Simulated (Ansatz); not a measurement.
This script for Ansatz's Python interface starts 3 runs on Rb3Na, space group I4/mmm. What input does the engine get in each?

Script `terms_rb3na.py`:
```python
# -*- coding: utf-8 -*-
"""Dispersion, smearing and cutoff parts of the energy of Rb3Na."""

import ansatz

system = (
    ansatz.Lattice.from_parameters(6.782483, 6.782483, 13.421343, alpha=90, beta=90, gamma=90)
    .space_group(139, hermann_mauguin="I4/mmm")
    .atom("Rb", (0.0, 0.5, 0.25))
    .atom("Rb", (0.5, 0.5, 0.0))
    .atom("Na", (0.0, 0.0, 0.0))
    .primitive()
)

setup = system.calculation().kpoints(length=22).occupations("cold")
with_term = setup.functional("pbesol", dispersion="d3bj").basis(380).cutoff_correction(630).run(threads=1).report
without = setup.functional("pbesol").basis(380).run(threads=1).report
finer = setup.functional("pbesol").basis(630).run(threads=1).report
removed = ansatz.free_energy_without(with_term, ansatz.EnergyTerm.DISPERSION)
print(f"dispersion term            {with_term['components']['e_disp']:.5f} eV")
print(f"F less dispersion          {removed:.5f} eV, run without it {without['free_energy_ev']:.5f} eV")
print(f"F less smearing term       {ansatz.free_energy_without(without, ansatz.EnergyTerm.SMEARING):.5f} eV")
print(f"estimated gain to 630 eV   {with_term['cutoff_correction']['energy_ev']:.5f} eV, found {finer['free_energy_ev'] - without['free_energy_ev']:.5f} eV")
```

Run 1:
```yaml
crystal:
  lattice:
    a: 6.782483
    b: 6.782483
    c: 13.421343
    alpha: 90.0
    beta: 90.0
    gamma: 90.0
  space_group: 139
  setting:
    hermann_mauguin: I4/mmm
  atoms:
    - { symbol: Rb, position: [0.0, 0.5, 0.25] }
    - { symbol: Rb, position: [0.5, 0.5, 0.0] }
    - { symbol: Na, position: [0.0, 0.0, 0.0] }
  reduce_to_primitive: true
basis:
  ecutwfc: 380.0
kpoints:
  mp_grid:
    grid: [4, 4, 5]
hamiltonian:
  xc: pbesol
  dispersion: d3bj
scf:
  occupations:
    method: cold
output:
  cutoff_correction: 630.0
```

Run 2, against run 1:
```diff
-  dispersion: d3bj
-output:
-  cutoff_correction: 630.0
```

Run 3, against run 1:
```diff
-  ecutwfc: 380.0
+  ecutwfc: 630.0
-  dispersion: d3bj
-output:
-  cutoff_correction: 630.0
```

```console
$ python terms_rb3na.py
DeckWarning: basis.ecutwfc = 380 eV is below the records' recommended 420 eV, and the density's cutoff is lower with it unless basis.ecutrho_ratio is high enough to keep the records' density cutoff: compare with a run at a higher cutoff
DeckWarning: crystal.symmetry: narrowed to the stabiliser of the k-point mesh — unitary ops 16 → 4; excluded 12 operations that carry a point of the 4×4×5 mesh (shift [0, 0, 0]) off the mesh (the run samples exactly the mesh kpoints.mp_grid names, as under [...]
dispersion term            -0.49635 eV
F less dispersion          -11126.73404 eV, run without it -11126.73404 eV
F less smearing term       -11126.73190 eV
estimated gain to 630 eV   -0.00074 eV, found -0.00074 eV
```
(Warnings from the package without file and line, shortened.)

Absolute energies stand on the zero of these potentials, so only differences at equal settings mean something. A total without «per atom» is that of the whole cell that was run. The cutoff lies under the one recommended for these potentials in some of the runs. Dispersion corrections can be off by several per cent in the lattices of metals, and by several GPa in the pressure at a fixed cell. The mesh is modest for a metal, so energies can be off by several to tens of meV an atom and pressures by half a GPa or more; differences at equal mesh fare better. The structure comes from a database of computed cells and needn't be a stable or known phase. Timing: 24 s on 1 thread of Arm Neoverse V2, with other jobs on the host, peak memory 0.79 GiB.
